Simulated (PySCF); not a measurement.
# A diatomic session: MgBe

The task here is to estimate one member of a computed series from the others.

The runs use PySCF 2.14.0; Mg pcseg-1, Be pcseg-1, no relativity.

The first run:

The job is set up so:

```json
{
 "atoms": "Mg, Be",
 "charge": "0",
 "basis": "Mg pcseg-1, Be pcseg-1",
 "Hamiltonian": "no relativity",
 "basis functions": "19",
 "electrons treated": "16",
 "masses in u": "23.9850, 9.0122",
 "levels": "PBE0, PBE, r²SCAN, M06-L, M06, r²SCAN0, ωB97X, HF, MP2, SCS-MP2, CCSD, CCSD(T)",
 "grid": "80 radial by 434 angular points",
 "occupations": "held fixed by the projection of orbital angular momentum",
 "dissociation limit": "Mg + Be, each in its ground configuration",
 "starting distance in angstrom": "2.315",
 "values of 2S to try": "0, 2"
}
```

Command:

```bash
> OMP_NUM_THREADS=1 python dia.py task.json out
```

Among the steps run: Input; The PBE0 curve of the state that the search chose; Other states along the same grid; PBE (GGA); r²SCAN (meta-GGA); M06-L; M06 (hybrid meta-GGA); r²SCAN0 (hybrid meta-GGA); ωB97X (range-separated hybrid); RHF; Correlated methods on the Hartree–Fock reference.

One table of the session follows, with a row left open; its other results are not shown here.

It belongs to the step «Constants by level of theory». 

| level | Re (Å) | ωe (cm⁻¹) | De (eV) | μ (D) |
| --- | --- | --- | --- | --- |
| PBE | 3.041 | 176.3 | 0.201 | -0.86 |
| r²SCAN | 3.085 | 169.1 | 0.165 | -0.80 |
| M06-L | 3.069 | 152.2 | 0.146 | -1.07 |
| PBE0 | 3.162 | 145.1 | 0.132 | -0.63 |
| r²SCAN0 | ? | ? | ? | ? |
| M06 | 3.207 | 126.2 | 0.124 | -0.64 |

Q: Estimate the row for r²SCAN0 from the others.

**Answer.** Re (Å): 3.200; ωe (cm⁻¹): 140.8; De (eV): 0.116; μ (D): -0.59. In the column «Re (Å)» it lies between PBE0 (3.162) and M06 (3.207).

De is counted to Mg + Be in their ground configurations. No constants: RHF (no minimum is bracketed among the points kept); RHF-MP2 (no minimum is bracketed among the points kept); RHF-SCS-MP2 (no minimum is bracketed among the points kept); RHF-CCSD (no minimum is bracketed among the points kept); RHF-CCSD(T) (no minimum is bracketed among the points kept); ωB97X (no minimum is bracketed among the points kept).

To keep in mind: The bond is weak, and basis-set superposition, which was not computed, may be a sizeable part of it.
